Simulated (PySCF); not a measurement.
# C5H6F4: the cost of one run

Programs: PySCF 2.14.0, with density-fitted response routines of our own. Each step states its level of theory. These are calculated values for one molecule, in the gas phase or a continuum, unless marked as measured. Atoms are numbered from 0 throughout.

### Step 1. Starting geometry

15 atoms, charge 0, multiplicity 1; geometry from: GFN2-xTB. The atoms were then displaced at random by about 0.01 Å, so the start is not that level's minimum.

Bonds of the start (Å): C0–C1 1.30, C1–C2 1.51, C2–F3 1.40, C1–C4 1.52, C4–C5 1.51, C5–F6 1.36, C5–F7 1.33, C5–F8 1.33, C0–H9 1.11, C0–H10 1.07, C2–H11 1.08, C2–H12 1.09, C4–H13 1.09, C4–H14 1.10.

### Step 2. Geometry optimisation at PBE0-D3(BJ)/def2-SVP

The job: settings as JSON, then the geometry in Å.

```
{"job": {"xc": "PBE0", "basis": "def2-SVP", "d3": "d3bj", "grid": 1, "shake": 0.01, "kind": "geom"}, "charge": 0, "multiplicity": 1}
C     -0.585020     1.624880     0.488470
C     -0.335630     0.352930     0.503440
C     -1.363710    -0.681790     0.894060
F     -0.791580    -1.510590     1.865510
C      1.014970    -0.193450     0.087650
C      1.068210    -0.403200    -1.405860
F      2.257360    -0.927570    -1.789700
F      0.138740    -1.244390    -1.845290
F      0.910840     0.736700    -2.073600
H     -1.576020     2.024630     0.774670
H      0.113060     2.375990     0.179880
H     -2.238100    -0.222660     1.328910
H     -1.634820    -1.310220     0.042890
H      1.799320     0.516230     0.355610
H      1.207060    -1.154860     0.586130
```

Started as:

```console
> OMP_NUM_THREADS=1 python probes_run.py task.json out
```

The driver reads the jobs from task.json and runs them one after another.

**Question.** How long does this first job take on 1 thread of Intel Xeon Platinum 8259CL at 2.50GHz, shared host, and how much memory does it need?

About 91 s, with a peak of 0.65 GiB.
